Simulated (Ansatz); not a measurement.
**SbH₂+ (quintet): from Hartree-Fock to the top rungs, def2-TZVP**

The task here is to estimate one member of a computed series from the others.

Computed with Ansatz 0.2.0, Gaussian basis. Level: def2-TZVP, core rule «outside noble gas», up to 9 orbitals frozen.

The runs, in order: UHF; CCSD(T) on ROHF; CCSD(T) on UHF; BCCD(T) on ROHF; CISD as a restricted active space (open shells left free, so some higher excitations enter); CCSDT(Q) on ROHF; CCSDT(Q) on UHF; CISDTQ; CASSCF and MRCISD+Q, 6 electrons in 6 orbitals; CASSCF and NEVPT2, 6 electrons in 6 orbitals.

3 further runs of the same task are left out: 1 that didn't finish, 2 set aside as unsound or not needed. Runs told in other sessions of the task aren't counted.

**What is computed**

The geometry is a PBE0/def2-TZVP stationary point (not a proven minimum) of the parent state, kept for this charge and spin. No spin-orbit coupling is included. Elements past krypton take def2 core potentials.

3 atoms, charge 1, spin multiplicity 5.

Atoms are counted from 1 here; the program's logs count them from 0.

Bond lengths: Sb1–H2 1.691 Å, Sb1–H3 1.691 Å. Angles: H2–Sb1–H3 120.6°.

Set-up of the first run:

in.yaml

```yaml
crystal:
  periodic: [false, false, false]
  atoms:
    - {symbol: Sb, position_ang: [0.000000, -0.013638, 0.000000]}
    - {symbol: H, position_ang: [0.000000, 0.823741, -1.468803]}
    - {symbol: H, position_ang: [0.000000, 0.823741, 1.468803]}
basis:
  gaussian: {orbitals: def2-TZVP}
total_charge: 1
magnetization: {spin_polarized: true, initial_magnetization: 4}
hamiltonian: {xc: hf}
output: {orbitals: {seedname: orbitals}}
```

Command:

```sh
> ansatz run in.yaml --threads 1 --pin off --events-out ev --progress --plain --max-ram 2880MiB --backend cpu
```

Among the steps run: UHF; CCSD(T) on ROHF; CCSD(T) on UHF; BCCD(T) on ROHF; CISD as a restricted active space (open shells left free, so some higher excitations enter); CCSDT(Q) on ROHF; CCSDT(Q) on UHF; CISDTQ; CASSCF and MRCISD+Q, 6 electrons in 6 orbitals; CASSCF and NEVPT2, 6 electrons in 6 orbitals.

One of the session's tables, all rows but one given; the rest of the session is left out.

| method | from RCCSDT(Q) (meV) |
| --- | --- |
| ROHF | ? |
| UHF | +2252.2 |
| RMP2 | +545.6 |
| UMP2 | +529.2 |
| RCCSD | +90.9 |
| UCCSD | +56.3 |
| RCCSD(T) | +19.6 |
| UCCSD(T) | -13.9 |
| BCCD(T) | +20.5 |
| RCCSDT | +2.4 |
| UCCSDT | -31.4 |
| RCCSDT(Q) | 0 |
| UCCSDT(Q) | -33.8 |
| CASSCF valence | +1878.3 |
| NEVPT2 valence | +417.7 |
| MRCISD valence | +89.8 |
| MRCISD+Q valence | +11.0 |

Q: Estimate the row for ROHF from the others.

As computed: from RCCSDT(Q) (meV): +2371.8. In the column «from RCCSDT(Q) (meV)» it is the highest.

Not comparable, so not listed: CISD as a restricted active space (open shells left free, so some higher excitations enter); CISDTQ (they don't share determinant, frozen orbitals or solution with the rows shown, or repeat one).

Limits of these values: Restricted and unrestricted rows rest on different reference determinants; a gap between their highest levels can come from leftover correlation error, from unlike frozen cores or from another state.
